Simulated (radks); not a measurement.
# Ionising hafnium step by step, Hf⁴⁸⁺ to Hf⁷¹⁺

How much does each further electron of hafnium cost? Each ion is computed in its NIST ground configuration. Each value is a difference of total energies (Δ-SCF).

Program: radks (a radial shooting solver on a logarithmic mesh, Libxc functionals) version 1. Level of theory: Dirac Kohn-Sham, BLYP, spin-unpolarised, spherical densities, finite nucleus; open shells fill j = l - 1/2 first. These are calculated values, not measurements, unless marked.

## (1) Starting point

* element: hafnium (Z = 72)
* charges: 48 to 71
* first configuration: [Ar] 3d6
* last configuration: 1s1

## (2) Hf⁴⁸⁺, [Ar] 3d6

Settings of this run:

```text
Z 72
configuration [Ar] 3d6 4s0 4p0
relativity Dirac
functional b88,lyp
spin unpolarised
j_filling energy
nucleus finite rms 5.347 fm
c 137.035999084
```

## (3) Hf⁴⁹⁺, [Ar] 3d5

Input: that of step 2 with these lines changed.

```diff
@@ -1,3 +1,3 @@
 Z 72
-configuration [Ar] 3d6 4s0 4p0
+configuration [Ar] 3d5 4s0 4p0
 relativity Dirac
```

## (4) Hf⁵⁰⁺, [Ar] 3d4

Input: that of step 3 with these lines changed.

```diff
@@ -1,3 +1,3 @@
 Z 72
-configuration [Ar] 3d5 4s0 4p0
+configuration [Ar] 3d4
 relativity Dirac
```

## (5) Hf⁵¹⁺, [Ar] 3d3

Input: that of step 4 with these lines changed.

```diff
@@ -1,3 +1,3 @@
 Z 72
-configuration [Ar] 3d4
+configuration [Ar] 3d3
 relativity Dirac
```

## (6) Hf⁵²⁺, [Ar] 3d2

Input: that of step 5 with these lines changed.

```diff
@@ -1,3 +1,3 @@
 Z 72
-configuration [Ar] 3d3
+configuration [Ar] 3d2 4s0 4p0
 relativity Dirac
```

## (7) Hf⁵³⁺, [Ar] 3d1

Input: that of step 6 with these lines changed.

```diff
@@ -1,3 +1,3 @@
 Z 72
-configuration [Ar] 3d2 4s0 4p0
+configuration [Ar] 3d1
 relativity Dirac
```

## (8) Hf⁵⁴⁺, [Ar]

Input: that of step 7 with these lines changed.

```diff
@@ -1,3 +1,3 @@
 Z 72
-configuration [Ar] 3d1
+configuration [Ar]
 relativity Dirac
```

## (9) Hf⁵⁵⁺, [Ne] 3s2 3p5

Input: that of step 8 with these lines changed.

```diff
@@ -1,3 +1,3 @@
 Z 72
-configuration [Ar]
+configuration [Ne] 3s2 3p5 4s0 3d0
 relativity Dirac
```

## (10) Hf⁵⁶⁺, [Ne] 3s2 3p4

Input: that of step 9 with these lines changed.

```diff
@@ -1,3 +1,3 @@
 Z 72
-configuration [Ne] 3s2 3p5 4s0 3d0
+configuration [Ne] 3s2 3p4 4s0 3d0
 relativity Dirac
```

## (11) Hf⁵⁷⁺, [Ne] 3s2 3p3

Input: that of step 10 with these lines changed.

```diff
@@ -1,3 +1,3 @@
 Z 72
-configuration [Ne] 3s2 3p4 4s0 3d0
+configuration [Ne] 3s2 3p3 4s0 3d0
 relativity Dirac
```

## (12) Hf⁵⁸⁺, [Ne] 3s2 3p2

Input: that of step 11 with these lines changed.

```diff
@@ -1,3 +1,3 @@
 Z 72
-configuration [Ne] 3s2 3p3 4s0 3d0
+configuration [Ne] 3s2 3p2
 relativity Dirac
```

## (13) Hf⁵⁹⁺, [Ne] 3s2 3p1

Input: that of step 12 with these lines changed.

```diff
@@ -1,3 +1,3 @@
 Z 72
-configuration [Ne] 3s2 3p2
+configuration [Ne] 3s2 3p1 4s0 3d0
 relativity Dirac
```

## (14) Hf⁶⁰⁺, [Ne] 3s2

Input: that of step 13 with these lines changed.

```diff
@@ -1,3 +1,3 @@
 Z 72
-configuration [Ne] 3s2 3p1 4s0 3d0
+configuration [Ne] 3s2 3p0 4s0
 relativity Dirac
```

## (15) Hf⁶¹⁺, [Ne] 3s1

Input: that of step 14 with these lines changed.

```diff
@@ -1,3 +1,3 @@
 Z 72
-configuration [Ne] 3s2 3p0 4s0
+configuration [Ne] 3s1
 relativity Dirac
```

## (16) Hf⁶²⁺, [Ne]

Input: that of step 15 with these lines changed.

```diff
@@ -1,3 +1,3 @@
 Z 72
-configuration [Ne] 3s1
+configuration [Ne] 3s0 3p0
 relativity Dirac
```

## (17) Hf⁶³⁺, [He] 2s2 2p5

Input: that of step 16 with these lines changed.

```diff
@@ -1,3 +1,3 @@
 Z 72
-configuration [Ne] 3s0 3p0
+configuration [He] 2s2 2p5 3s0 3p0
 relativity Dirac
```

## (18) Hf⁶⁴⁺, [He] 2s2 2p4

Input: that of step 17 with these lines changed.

```diff
@@ -1,3 +1,3 @@
 Z 72
-configuration [He] 2s2 2p5 3s0 3p0
+configuration [He] 2s2 2p4
 relativity Dirac
```

## (19) Hf⁶⁵⁺, [He] 2s2 2p3

Input: that of step 18 with these lines changed.

```diff
@@ -1,3 +1,3 @@
 Z 72
-configuration [He] 2s2 2p4
+configuration [He] 2s2 2p3 3s0 3p0
 relativity Dirac
```

## (20) Hf⁶⁶⁺, [He] 2s2 2p2

Input: that of step 19 with these lines changed.

```diff
@@ -1,3 +1,3 @@
 Z 72
-configuration [He] 2s2 2p3 3s0 3p0
+configuration [He] 2s2 2p2
 relativity Dirac
```

## (21) Hf⁶⁷⁺, [He] 2s2 2p1

Input: that of step 20 with these lines changed.

```diff
@@ -1,3 +1,3 @@
 Z 72
-configuration [He] 2s2 2p2
+configuration [He] 2s2 2p1
 relativity Dirac
```

## (22) Hf⁶⁸⁺, [He] 2s2

Input: that of step 21 with these lines changed.

```diff
@@ -1,3 +1,3 @@
 Z 72
-configuration [He] 2s2 2p1
+configuration [He] 2s2
 relativity Dirac
```

## (23) Hf⁶⁹⁺, [He] 2s1

Input: that of step 22 with these lines changed.

```diff
@@ -1,3 +1,3 @@
 Z 72
-configuration [He] 2s2
+configuration [He] 2s1
 relativity Dirac
```

## (24) Hf⁷⁰⁺, [He]

Input: that of step 23 with these lines changed.

```diff
@@ -1,3 +1,3 @@
 Z 72
-configuration [He] 2s1
+configuration [He]
 relativity Dirac
```

## (25) Hf⁷¹⁺, 1s1

Input: that of step 24 with these lines changed.

```diff
@@ -1,3 +1,3 @@
 Z 72
-configuration [He]
+configuration 1s1 2s0 2p0
 relativity Dirac
```

Before running it: what results should come out? Wanted: for each run, species; configuration; Δ-SCF; −ε(HOMO); NIST; error.

**Answer**, as computed:

| species | configuration | Δ-SCF (eV) | −ε(HOMO) (eV) | NIST (eV) | error (%) |
| --- | --- | --- | --- | --- | --- |
| Hf⁴⁸⁺ | [Ar] 3d6 | 4245.6 | 4181.3 | 4246 (theory) | -0.0 |
| Hf⁴⁹⁺ | [Ar] 3d5 | 4375.2 | 4310.2 | 4372 (theory) | +0.1 |
| Hf⁵⁰⁺ | [Ar] 3d4 | 4574.7 | 4507.6 | 4573 (theory) | +0.0 |
| Hf⁵¹⁺ | [Ar] 3d3 | 4709.7 | 4641.9 | 4703 (theory) | +0.1 |
| Hf⁵²⁺ | [Ar] 3d2 | 4846.0 | 4777.6 | 4846 (theory) | +0.0 |
| Hf⁵³⁺ | [Ar] 3d1 | 4983.7 | 4914.7 | 4980 (theory) | +0.1 |
| Hf⁵⁴⁺ | [Ar] | 5360.3 | 5300.6 | 5350 (theory) | +0.2 |
| Hf⁵⁵⁺ | [Ne] 3s2 3p5 | 5479.9 | 5420.0 | 5468 (theory) | +0.2 |
| Hf⁵⁶⁺ | [Ne] 3s2 3p4 | 5600.1 | 5539.9 | 5595 (theory) | +0.1 |
| Hf⁵⁷⁺ | [Ne] 3s2 3p3 | 5720.5 | 5660.3 | 5713 (theory) | +0.1 |
| Hf⁵⁸⁺ | [Ne] 3s2 3p2 | 6169.1 | 6104.9 | 6149 (theory) | +0.3 |
| Hf⁵⁹⁺ | [Ne] 3s2 3p1 | 6297.4 | 6233.3 | 6284 (theory) | +0.2 |
| Hf⁶⁰⁺ | [Ne] 3s2 | 6571.1 | 6512.1 | 6545 (theory) | +0.4 |
| Hf⁶¹⁺ | [Ne] 3s1 | 6687.0 | 6629.6 | 6674 (theory) | +0.2 |
| Hf⁶²⁺ | [Ne] | 14709.5 | 14547.5 | 14678 (theory) | +0.2 |
| Hf⁶³⁺ | [He] 2s2 2p5 | 15034.8 | 14871.8 | 14999 (theory) | +0.2 |
| Hf⁶⁴⁺ | [He] 2s2 2p4 | 15361.7 | 15198.0 | 15351 (theory) | +0.1 |
| Hf⁶⁵⁺ | [He] 2s2 2p3 | 15689.9 | 15525.6 | 15680 (theory) | +0.1 |
| Hf⁶⁶⁺ | [He] 2s2 2p2 | 17343.2 | 17159.8 | 17280 (theory) | +0.4 |
| Hf⁶⁷⁺ | [He] 2s2 2p1 | 17709.6 | 17526.6 | 17680 (theory) | +0.2 |
| Hf⁶⁸⁺ | [He] 2s2 | 18241.9 | 18096.0 | 18180 (theory) | +0.3 |
| Hf⁶⁹⁺ | [He] 2s1 | 18522.0 | 18386.0 | 18502.3 (theory) | +0.1 |
| Hf⁷⁰⁺ | [He] | 74936 | 74323 | 74565.9 (theory) | +0.5 |
| Hf⁷¹⁺ | 1s1 | 76082 | 75539 | 76077.7 (theory) | +0.0 |

Reference values: NIST Atomic Spectra Database (exp. measured, semi-emp. semi-empirical, theory a theoretical value adopted there). Per unit of the charge left behind, the cost jumps most at Hf⁷⁰⁺ ([He]): from 18522.0 to 74936 eV. There the highest level belongs to another shell. Minus the highest eigenvalue gives 98 to 99 % of the Δ-SCF value along the ladder. Spin polarisation and multiplet splitting are left out, so open shells lie too high by an amount that depends on their filling.
